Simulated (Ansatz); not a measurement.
I need a comparison of dispersion corrections of C2H9ClOSi2, SMILES CO[SiH]([SiH3])CCl. Use the Python package of Ansatz (0.2.0). Settings (for the species named): PBE0, def2-SVP basis, multiplicity 1, D3BJ dispersion.

```xyz
15

C    -1.9532   -0.8884    0.4692
O    -1.4250   -0.4005   -0.7542
Si    0.0290    0.4200   -0.7835
Si    1.8461   -1.0165   -0.5795
C     0.2084    1.8163    0.4068
Cl    0.2593    1.2488    2.0902
H    -1.2291   -1.5068    1.0106
H    -2.8197   -1.5153    0.2364
H    -2.3005   -0.0629    1.0990
H     0.1285    1.0088   -2.1463
H     1.7856   -1.7513    0.7130
H     3.1126   -0.2363   -0.6298
H     1.8594   -2.0120   -1.6856
H    -0.6294    2.5148    0.3256
H     1.1280    2.3814    0.2281
```

`disp.py`
```python
"""Dispersion corrections for C2H9ClOSi2."""

import ansatz as az


def main() -> None:
    c2h9closi2 = (
        az.Crystal.molecule()
        .atom("C", (-1.9532, -0.8884, 0.4692))
        .atom("O", (-1.425, -0.4005, -0.7542))
        .atom("Si", (0.029, 0.42, -0.7835))
        .atom("Si", (1.8461, -1.0165, -0.5795))
        .atom("C", (0.2084, 1.8163, 0.4068))
        .atom("Cl", (0.2593, 1.2488, 2.0902))
        .atom("H", (-1.2291, -1.5068, 1.0106))
        .atom("H", (-2.8197, -1.5153, 0.2364))
        .atom("H", (-2.3005, -0.0629, 1.099))
        .atom("H", (0.1285, 1.0088, -2.1463))
        .atom("H", (1.7856, -1.7513, 0.713))
        .atom("H", (3.1126, -0.2363, -0.6298))
        .atom("H", (1.8594, -2.012, -1.6856))
        .atom("H", (-0.6294, 2.5148, 0.3256))
        .atom("H", (1.128, 2.3814, 0.2281))
    )

    job = c2h9closi2.calculation().basis(gaussian="def2-SVP")
    for name in ["pbe0", "blyp"]:
        for correction in ("d3bj", "d4"):
            rep = job.functional(name, dispersion=correction).run(threads=1, pin="off").report
            print(f"{name:8s} {correction:5s} total {rep['free_energy_ev']:.5f} eV, of which dispersion {1000 * rep['dispersion']['energy']['ev']:.2f} meV")


if __name__ == "__main__":
    main()
```

```console
$ python disp.py
pbe0     d3bj  total -32518.88280 eV, of which dispersion -376.85 meV
pbe0     d4    total -32518.86337 eV, of which dispersion -357.42 meV
blyp     d3bj  total -32532.40458 eV, of which dispersion -897.48 meV
blyp     d4    total -32532.38810 eV, of which dispersion -881.00 meV
```

What to keep in mind:
- Total energies depend on the basis set; only differences at equal settings carry meaning.
- The geometry is a force-field or estimated start, not a minimum of this method, and the basis set is short of its limit. D4 holds the three-body term, and d3bj doesn't.
- Hardware and time: 14 s on 1 thread of INTEL(R) XEON(R) PLATINUM 8581C CPU @ 2.10GHz (Emerald Rapids), on a shared host, peak memory 0.41 GiB.

(Lines on the test bed's own set-up are left out of the output.)
